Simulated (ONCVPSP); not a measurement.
# An ONCV potential for Tc, from input to tests

Do these settings give a usable potential? It is generated, then checked for transferability, scattering, ghosts and hardness.

Method: ONCVPSP 4.0.1, PBEsol, scalar-relativistic.

**1. The design**

The settings as typed:

| Property | Result |
| --- | --- |
| element | technetium (Tc, Z = 43) |
| type | optimised norm-conserving Vanderbilt (ONCV) |
| frozen core | [Kr] |
| valence charge | 7 |
| reference configuration | 4d5 5s1.5 (charge +0.5) |
| partial waves | 5s: rc 2.50 bohr, ncon 4, nbas 7, qcut 2.3 1/bohr, 2 projectors, debl 1.1 Ha; p scattering state at 0.18 Ha: rc 2.20 bohr, ncon 4, nbas 9, qcut 3.3 1/bohr, 2 projectors, debl 3.4 Ha; 4d: rc 2.45 bohr, ncon 4, nbas 8, qcut 5.4 1/bohr, 1 projector |
| local potential | polynomial inside 2.10 bohr (lpopt 4, dvloc0 0 Ha) |
| core correction | Teter function, fcfact 5.25, rcfact 1.3 |

The nodes and maxima of the atom's own shells, from an earlier all-electron run, set the scale for the radii.

All-electron outer shells of the reference configuration (PBEsol, scalar-relativistic, ld1.x):

| shell | level (eV) | outermost node (bohr) | outermost maximum (bohr) |
| --- | --- | --- | --- |
| 4p | -48.95 | 0.51 | 1.03 |
| 4d | -10.26 | 0.50 | 1.27 |
| 5s | -8.17 | 1.28 | 2.69 |
| 5p | -4.00 | 1.45 | 3.41 |

**2. The generation run**

File Tc.dat:

```
# ATOM AND REFERENCE CONFIGURATION
# atsym  z   nc   nv     iexc    psfile
  Tc 43.00    8    2  -116133      upf
#
#   n    l    f
    1    0    2.00
    2    0    2.00
    2    1    6.00
    3    0    2.00
    3    1    6.00
    3    2   10.00
    4    0    2.00
    4    1    6.00
    4    2    5.00
    5    0    1.50
#
# PSEUDOPOTENTIAL AND OPTIMIZATION
# lmax
    2
#
#   l,   rc,      ep,       ncon, nbas, qcut
    0    2.50    0.00    4    7    2.30
    1    2.20    0.18    4    9    3.30
    2    2.45    0.00    4    8    5.40
#
# LOCAL POTENTIAL
# lloc, lpopt,  rc(5),   dvloc0
    4    4    2.10    0.00
#
# VANDERBILT-KLEINMAN-BYLANDER PROJECTORs
# l, nproj, debl
    0    2    1.10
    1    2    3.40
    2    1    1.40
#
# MODEL CORE CHARGE
# icmod, fcfact, rcfact
    3    5.25    1.30
#
# LOG DERIVATIVE ANALYSIS
# epsh1, epsh2, depsh
   -2.00    5.00    0.02
#
# OUTPUT GRID
# rlmax, drl
    6.00    0.01
#
# TEST CONFIGURATIONS
# ncnf
    4
# nvcnf
#   n    l    f
    2
    4    2    5.00
    5    0    2.00
#
    2
    4    2    5.00
    5    0    1.00
#
    2
    4    2    5.00
    5    0    0.00
#
    3
    4    2    5.00
    5    0    0.00
    5    1    2.00
#
```

The run is started by

```console
oncvpsp.x < Tc.dat > Tc.out
```

What does the calculation give? Wanted: cutoffs for 1 and 0.1 mHa per electron, occupied waves; bound ghosts; GHOST(+) flags; largest test error; largest phase difference near zero energy, channels read; rms error of d²Exc/dn², without and with the model core.

**Answer**, as computed:

| quantity | value |
| --- | --- |
| cutoffs for 1 and 0.1 mHa per electron, occupied waves | 12 Ha and 15 Ha |
| bound ghosts | none found |
| GHOST(+) flags | s at 37 eV, p at 117 eV |
| largest test error (AE − PS) | +44 meV, for 4d5 5s0 5p2 |
| largest phase difference near zero energy, channels read | 0.036 rad |
| rms error of d²Exc/dn², without and with the model core | 8.44 and 2.36 mHa |

What this shows: By total energies transferability is fair: the largest error is 44 meV on 4.5 eV, for 4d5 5s0 5p2. By its cutoff, 12 Ha for the looser tolerance, it is soft on the atom at that tolerance. At the looser tolerance the 4d wave is the slowest; 5s needs 4 Ha. That counts occupied waves only; other projectors can need more. The program's ghost test flags no bound state. Near zero energy the largest phase difference among the channels read is 0.04 rad, in the d channel. The program also flags highly localised states, GHOST(+) (s, p). These are tests on the free atom; a crystal test is still owed.
